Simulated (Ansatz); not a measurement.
# SnH2Cl (SMILES [Cl][SnH2]): UCAM-B3LYP/STO-3G

Aim: the electronic atomisation energy of SnH2Cl at UCAM-B3LYP/STO-3G, from 4 runs. 

Program for the calculation: Ansatz 0.2.0.

51 further runs of the same task are left out: 15 that didn't finish, 36 set aside as unsound or not needed.

## (1) The system as given

The species is SnH2Cl (4 atoms), meant as a doublet with charge 0. SMILES: `[Cl][SnH2]`. Geometry: relaxed at PBE0-D4/def2-TZVP.

Bond lengths: Cl1–Sn2 2.343 Å, Sn2–H3 1.723 Å, Sn2–H4 1.723 Å. Angles: Cl1–Sn2–H3 105.0°, Cl1–Sn2–H4 105.0°, H3–Sn2–H4 111.9°.

## (2) A single-point energy at UCAM-B3LYP/STO-3G

input.yaml reads:

```yaml
crystal:
  periodic: [false, false, false]
  atoms:
    - {symbol: Cl, position_ang: [-1.882600, 0.398400, -0.585000]}
    - {symbol: Sn, position_ang: [0.380000, -0.179600, -0.397100]}
    - {symbol: H, position_ang: [0.412500, -1.500000, 0.709600]}
    - {symbol: H, position_ang: [1.145500, 1.221000, 0.252100]}
basis:
  gaussian:
    orbitals: STO-3G
hamiltonian:
  xc: {name: CAM-B3LYP}
magnetization:
  spin_polarized: true
  initial_magnetization: 1
accuracy: high
total_charge: 0
```

Started as:

```console
ansatz run input.yaml --threads 1 --pin off --max-ram 2610MiB --events-out events.jsonl --progress --plain --runs-dir runs
```

What it wrote:

```text
Warning: RAYON_NUM_THREADS=1 ignored (pool sized by the plan → 1); use --threads N
Functional definition: CAM-B3LYP
  name "CAM-B3LYP"
  parameter alpha = 0.19
  parameter beta = 0.46
  parameter omega = 0.33/bohr
  parameter ac = 0.81
  exchange = (1 - alpha - beta)*b88_x + beta*b88_x_sr(omega) + alpha*exact_x + beta*exact_x_lr(omega)
  correlation = (1 - ac)*vwn5_c + ac*lyp_c
682 factors; integrals over basis functions are off by at most 5.9e-9 eV
159 factors; integrals over basis functions are off by at most 9.2e-10 eV
mean field evaluation 1: about -174747.9276 eV, gradient 7.4e0 eV
mean field evaluation 2: about -174748.7152 eV, gradient 2.6e0 eV
mean field evaluation 4: about -174748.8041 eV, gradient 1.1e-1 eV
mean field evaluation 8: about -174748.7638 eV, gradient 4.1e-3 eV
mean field evaluation 16: about -174748.7638 eV, gradient 3.0e-7 eV
mean field -174748.76379360 eV, -6421.8986204485 hartree, gradient 5.5e-8 eV, S^2 0.750433; 0 other end points of the search recorded, 0 dependent functions left out
reference -174748.76380690 eV, -6421.8986209373 hartree; 35, 34 occupied and 3, 4 virtual orbitals, 682 factors
Total energy: -174748.76380690 eV, -6421.8986209373 hartree
```

It took 3.6 s on 1 thread of Arm Neoverse V2, shared host; peak memory 0.2 GiB.

## (3) The Cl atom at the same level

in.yaml reads:

```yaml
crystal:
  periodic: [false, false, false]
  atoms:
    - {symbol: Cl, position_ang: [0.000000, 0.000000, 0.000000]}
basis:
  gaussian: {orbitals: STO-3G}
magnetization: {spin_polarized: true, initial_magnetization: 1}
hamiltonian: {xc: {name: CAM-B3LYP}}
accuracy: high
```

Run the same way, it converges to -455.11187 Eh (log not shown).

## (4) The H atom, same level

run.yaml reads:

```yaml
crystal:
  periodic: [false, false, false]
  atoms:
    - {symbol: H, position_ang: [0.000000, 0.000000, 0.000000]}
basis:
  gaussian: {orbitals: STO-3G}
hamiltonian: {xc: {name: CAM-B3LYP}}
accuracy: high
magnetization: {spin_polarized: true, initial_magnetization: 1}
```

Started as:

```console
ansatz run run.yaml --threads 1 --pin off --max-ram 2610MiB --events-out events.jsonl --progress --plain --runs-dir runs
```

What it wrote (excerpt; [...] marks lines left out):

```text
Warning: RAYON_NUM_THREADS=1 ignored (pool sized by the plan → 1); use --threads N
[... 8 set-up lines as earlier in the session ...]
1 factors; integrals over basis functions are off by at most 4.6e-10 eV
1 factors; integrals over basis functions are off by at most 3.0e-10 eV
mean field evaluation 1: about -12.5879 eV, gradient 0.0e0 eV
mean field evaluation 2: about -12.5879 eV, gradient 0.0e0 eV
mean field -12.58793461 eV, -0.4625980644 hartree, gradient 0.0e0 eV, S^2 0.750000; 0 other end points of the search recorded, 0 dependent functions left out
reference -12.58794100 eV, -0.4625982992 hartree; 1, 0 occupied and 0, 1 virtual orbitals, 1 factors
Total energy: -12.58794100 eV, -0.4625982992 hartree
```

Wall time 0.1 s (1 thread of Arm Neoverse V2, shared host).

## (5) The Sn atom

run.yaml reads:

```yaml
crystal:
  periodic: [false, false, false]
  atoms:
    - {symbol: Sn, position_ang: [0.000000, 0.000000, 0.000000]}
basis:
  gaussian:
    orbitals: STO-3G
magnetization:
  spin_polarized: true
  initial_magnetization: 2
hamiltonian:
  xc: {name: CAM-B3LYP}
accuracy: high
```

Run the same way, it converges to -5965.37129 Eh (log not shown).

## (6) Results

At UCAM-B3LYP/STO-3G:

| quantity | value |
| --- | --- |
| molecule: total energy | -6421.89862 Eh |
| molecule: ⟨S²⟩ | 0.750 |
| Cl atom: total energy | -455.11187 Eh |
| Cl atom: ⟨S²⟩ | 0.750 |
| H atom: total energy | -0.46260 Eh |
| H atom: ⟨S²⟩ | 0.750 |
| Sn atom: total energy | -5965.37129 Eh |
| Sn atom: ⟨S²⟩ | 2.000 |
| electronic atomisation energy | 13.341 eV |

What this shows: Taking the molecule apart into free atoms costs 13.34 eV (1287 kJ/mol), before zero-point energy and without spin-orbit coupling. In a minimal basis such a difference can be off by several eV, whatever the method. Relativity is left out (molecule) although the molecule holds a heavy atom. Relativity is left out (Sn atom) although the molecule holds a heavy atom.
